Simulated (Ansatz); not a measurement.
**BClFO radical (SMILES [O]B(F)Cl): a rigid scan of the bond length B2–Cl4**

How does the energy rise as the bond length B2–Cl4 leaves its equilibrium value, and do density functionals follow CCSD(T)? No other atom is relaxed.

Computed with Ansatz 0.2.0, Gaussian basis. Level: single points in def2-TZVPP.

Levels: PBE-D4, r2SCAN-D4, PBE0-D4, B3LYP-D4, wB97M-V, Hartree-Fock, MP2, CCSD, CCSD(T). The scan takes 1.504, 1.556, 1.631, 1.720, 1.817, 1.922, 2.034, 2.152, 2.274 Å.

Cores are frozen in the correlated methods. Orbitals are unrestricted. B3LYP uses VWN-RPA correlation.

19 further runs of the same task are left out: 19 set aside as unsound or not needed.

## 1. The system as given

The minimum, relaxed at PBE0-D4: SMILES `[O]B(F)Cl`, 4 atoms, charge 0, spin multiplicity 2.

Atoms are counted from 1 here; the program's logs count them from 0.

Bond lengths: O1–B2 1.340 Å, B2–F3 1.313 Å, B2–Cl4 1.749 Å. Angles: O1–B2–F3 122.8°, O1–B2–Cl4 114.2°, F3–B2–Cl4 122.9°.

Geometry (Å):

```xyz
4
charge 0, multiplicity 2
O    -0.2399   -1.2574   -0.5180
B    -0.0973   -0.0060   -0.0617
F    -0.9969    0.9298   -0.2571
Cl    1.3897    0.2732    0.8165
```

Energies of the minimum (eV), from earlier single points: PBE-D4 -17956.68962, r2SCAN-D4 -17964.21536, PBE0-D4 -17957.68927, B3LYP-D4 -17968.02681, wB97M-V -17965.44595, CCSD(T) -17944.76937.

At the minimum the bond length B2–Cl4 is 1.749 Å.

## 2. B2–Cl4 = 1.504 Å

ccsdt-tzvpp/in.yaml reads:

```yaml
crystal:
  periodic: [false, false, false]
  atoms:
    - {symbol: O, position_ang: [-0.239850, -1.257377, -0.518040]}
    - {symbol: B, position_ang: [-0.097327, -0.006016, -0.061670]}
    - {symbol: F, position_ang: [-0.996910, 0.929849, -0.257113]}
    - {symbol: Cl, position_ang: [1.181089, 0.234070, 0.693330]}
basis:
  gaussian: {orbitals: def2-TZVPP}
magnetization: {spin_polarized: true, initial_magnetization: 1}
correlation: {method: ccsd_t}
scf: {omitted_lower_state_checks: [cluster_reference]}
```

No record of the launch command was kept for these runs.

Further steps of the session: B2–Cl4 = 1.556 Å; B2–Cl4 = 1.631 Å; B2–Cl4 = 1.720 Å; B2–Cl4 = 1.817 Å; B2–Cl4 = 1.922 Å; B2–Cl4 = 2.034 Å; B2–Cl4 = 2.152 Å; B2–Cl4 = 2.274 Å.

Before running it: what results should come out? Wanted: highest point, CCSD(T); lowest point, CCSD(T); minimum along the scan, CCSD(T); RMS deviation from CCSD(T); largest T1 diagnostic.

As calculated:

```
                       quantity                                                                                                value
         highest point, CCSD(T)                                                                                  1530 meV at 2.274 Å
          lowest point, CCSD(T)                                                                                     0 meV at 1.749 Å
minimum along the scan, CCSD(T)                                                                                              1.753 Å
                curvature there                                                                                           24.3 eV/Å²
     RMS deviation from CCSD(T)  PBE-D4 148, r2SCAN-D4 53, PBE0-D4 29, B3LYP-D4 77, wB97M-V 12, Hartree-Fock 66, MP2 54, CCSD 25 meV
          largest T1 diagnostic                                                                                                0.024
```

**Reading.** A polynomial through the near points puts the CCSD(T) minimum 0.004 Å above the PBE0-D4 value. It is steeper on the short side than on the long one. Curvature against CCSD(T): PBE-D4 -15 %, Hartree-Fock +6 %. The curve of wB97M-V lies nearest to CCSD(T), that of PBE-D4 farthest.
